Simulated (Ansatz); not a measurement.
**C2H9AlS: basis-set convergence**

Aim: see how fast density functionals converge with the basis set for C2H9AlS.

Program: Ansatz 0.2.0, Gaussian basis. Level of theory: one geometry, several basis sets. These are calculated values, not measurements.

Plan: PBE0-D4/def2-SVP; ωB97M-V/def2-SVP; PBE0-D4/def2-QZVPP; ωB97M-V/def2-QZVPP; the functionals' def2-TZVPP values are taken from earlier runs.

## 1. The relaxed structure

An earlier PBE0-D4 in a triple-zeta def2 set relaxation fixed the geometry.

13 atoms, charge 0, spin multiplicity 1.

Atoms are counted from 1 here; the program's logs count them from 0.

Bond lengths: C1–Al2 1.971 Å, C1–H5 1.095 Å, C1–H6 1.095 Å, C1–H7 1.096 Å, Al2–C3 1.969 Å, Al2–S4 2.571 Å, Al2–H8 1.604 Å, C3–H9 1.096 Å, C3–H10 1.095 Å, C3–H11 1.094 Å, S4–H12 1.345 Å, S4–H13 1.344 Å. Angles: Al2–C1–H5 112.9°, Al2–C1–H6 112.6°, Al2–C1–H7 110.2°, H5–C1–H6 107.8°, H5–C1–H7 106.4°, H6–C1–H7 106.5°, C1–Al2–C3 119.2°, C1–Al2–S4 100.1°, C1–Al2–H8 117.8°, C3–Al2–S4 98.0°, C3–Al2–H8 118.7°, S4–Al2–H8 92.8°, Al2–C3–H9 110.1°, Al2–C3–H10 112.7°, Al2–C3–H11 112.7°, H9–C3–H10 106.5°, H9–C3–H11 106.6°, H10–C3–H11 107.8° and more.

## 2. PBE0-D4 in def2-SVP

Input file in.yaml:

```yaml
crystal:
  periodic: [false, false, false]
  atoms:
    - {symbol: C, position_ang: [-0.546958, 1.608786, -0.463443]}
    - {symbol: Al, position_ang: [-0.190138, -0.322666, -0.628950]}
    - {symbol: C, position_ang: [1.657387, -0.977399, -0.444021]}
    - {symbol: S, position_ang: [-1.089164, -1.142344, 1.636429]}
    - {symbol: H, position_ang: [-1.607960, 1.834805, -0.316379]}
    - {symbol: H, position_ang: [0.011353, 2.071217, 0.357561]}
    - {symbol: H, position_ang: [-0.242628, 2.130009, -1.378525]}
    - {symbol: H, position_ang: [-1.241575, -1.209247, -1.454603]}
    - {symbol: H, position_ang: [2.224761, -0.766062, -1.357689]}
    - {symbol: H, position_ang: [2.197961, -0.493045, 0.375938]}
    - {symbol: H, position_ang: [1.708651, -2.058991, -0.286559]}
    - {symbol: H, position_ang: [-0.578621, -0.178881, 2.423096]}
    - {symbol: H, position_ang: [-2.282669, -0.530981, 1.551945]}
basis:
  gaussian: {orbitals: def2-SVP}
hamiltonian: {xc: pbe0, dispersion: d4}
output: {orbitals: {seedname: orbitals}}
```

After this run come: ωB97M-V in def2-SVP; PBE0-D4 in def2-QZVPP; ωB97M-V in def2-QZVPP.

Q: Predict the results of all the runs planned. Wanted: PBE0-D4: double and triple zeta above quadruple; ωB97M-V: double and triple zeta above quadruple.

The runs gave:

```
                                       quantity          value
PBE0-D4: double and triple zeta above quadruple  9.24, 0.68 eV
ωB97M-V: double and triple zeta above quadruple  9.39, 0.65 eV
```

PBE0-D4 gains 8.56 eV from double to triple zeta, then 0.68 eV more. These are total energies; as a rule much of such shifts cancels in differences, which this series doesn't test. The LUMO of ωB97M-V is positive and keeps falling with the basis (1.94 to 0.90 eV): an unbound level that the basis holds in place.
